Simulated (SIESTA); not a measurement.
## CoPtO2: band structure with PBE

The system is CoPtO2.

```xyz
4
Lattice="1.4123 0.8154 5.9394 -1.4123 0.8154 5.9394 0.0000 -1.6307 5.9394" Properties=species:S:1:pos:R:3 pbc="T T T"
Pt    0.0000    0.0000    0.0000
Co    0.0000    0.0000    8.9091
O     0.0000    0.0000    2.0000
O     0.0000    0.0000   15.8182
```

The cell is a database's computed one.

| Property | Result |
| --- | --- |
| Program | SIESTA 5.4.2 |
| Task | band structure |
| Functional | PBE |
| Potentials or basis | PseudoDojo 0.4 standard (PBE files) |
| Basis | DZP (energy shift 0.003 Ry; two zetas on semicore shells) |
| Grid cutoff | 800 Ry |
| Energy shift | 0.003 Ry |
| k mesh | 11 × 11 × 11 |
| Occupations | fermi-dirac, width 0.05 eV |
| Spin | collinear spin, ferromagnetic start |
| Starting moments | [0.0, 2.0, 0.0, 0.0] μB |

The pressure is 8.5 GPa, the largest force is 0.012 eV/Å and the band gap on the k mesh is none (metal or under the smearing width). The net moment is 0.00 μB per cell.

Forces on the atoms (eV/Å):
```
Pt   0.000  0.000  0.000
Co   0.000  0.000  0.000
O    0.000  0.000 -0.012
O    0.000  0.000  0.012
```

Stress tensor (GPa, compression positive):
```
 7.37  0.00  0.00
 0.00  7.37  0.00
 0.00  0.00 10.73
```

Levels at the corners of the path, in eV from the Fermi level:
Spin up:
```tsv
point	band 22	band 23	band 24	band 25	band 26	band 27
Γ	-1.66	-1.66	-1.48	1.82	1.82	2.73
L	-0.94	0.01	1.00	1.23	1.29	2.57
B1	-1.32	-0.92	0.44	1.03	1.61	7.19
B	-1.32	-0.92	0.44	1.03	1.61	7.19
Z	-0.82	-0.80	-0.80	1.40	1.40	3.94
Γ	-1.66	-1.66	-1.48	1.82	1.82	2.73
X	-1.32	-0.90	0.42	1.05	1.58	7.58
Q	-1.32	-0.90	0.42	1.05	1.58	7.58
F	-0.99	0.01	0.10	1.71	2.19	2.58
P1	-0.99	0.00	0.23	1.60	1.93	2.62
Z	-0.82	-0.80	-0.80	1.40	1.40	3.94
L	-0.94	0.01	1.00	1.23	1.29	2.57
P	-0.99	0.00	0.23	1.60	1.93	2.62
```
Spin down:
```
point  band 20  band 21  band 22  band 23  band 24  band 25  band 26  band 27  band 28  band 29
    Γ    -1.94    -1.94    -1.66    -1.66    -1.48     1.82     1.82     2.73     5.83     9.07
    L    -1.51    -1.20    -0.94     0.01     1.00     1.23     1.29     2.57     7.47    11.29
   B1    -2.40    -1.48    -1.32    -0.92     0.44     1.03     1.61     7.19     8.36     9.09
    B    -2.40    -1.48    -1.32    -0.92     0.44     1.03     1.61     7.19     8.36     9.09
    Z    -1.83    -1.83    -0.82    -0.81    -0.81     1.40     1.40     3.94     4.72     8.98
    Γ    -1.94    -1.94    -1.66    -1.66    -1.48     1.82     1.82     2.73     5.83     9.07
    X    -2.41    -1.48    -1.32    -0.90     0.42     1.05     1.58     7.58     7.99     9.01
    Q    -2.41    -1.48    -1.32    -0.90     0.42     1.05     1.58     7.58     7.99     9.01
    F    -1.83    -1.19    -0.99     0.01     0.10     1.71     2.19     2.58     8.09     9.81
   P1    -1.82    -1.20    -0.99     0.00     0.23     1.60     1.93     2.62     8.02    10.16
    Z    -1.83    -1.83    -0.82    -0.81    -0.81     1.40     1.40     3.94     4.72     8.98
    L    -1.51    -1.20    -0.94     0.01     1.00     1.23     1.29     2.57     7.47    11.29
    P    -1.82    -1.20    -0.99     0.00     0.23     1.60     1.93     2.62     8.02    10.16
```

It took 43 min on 1 thread of Arm Neoverse N1 (shared host), peak memory 1.3 GiB.

Caveat: the starting moments collapsed, and a magnetic state may lie lower; short orbitals over semicore shells can move pressures by several GPa; spin-orbit coupling is left out, which moves the levels of the heavy elements; the basis of atomic orbitals isn't converged, which shifts pressures, moduli and gaps; semilocal functionals often make such compounds metallic where correlation or magnetic order opens a gap, which also shifts bond lengths. With open d or f shells a metallic result of PBE can be an artefact of self-interaction; +U or a hybrid may open a gap.
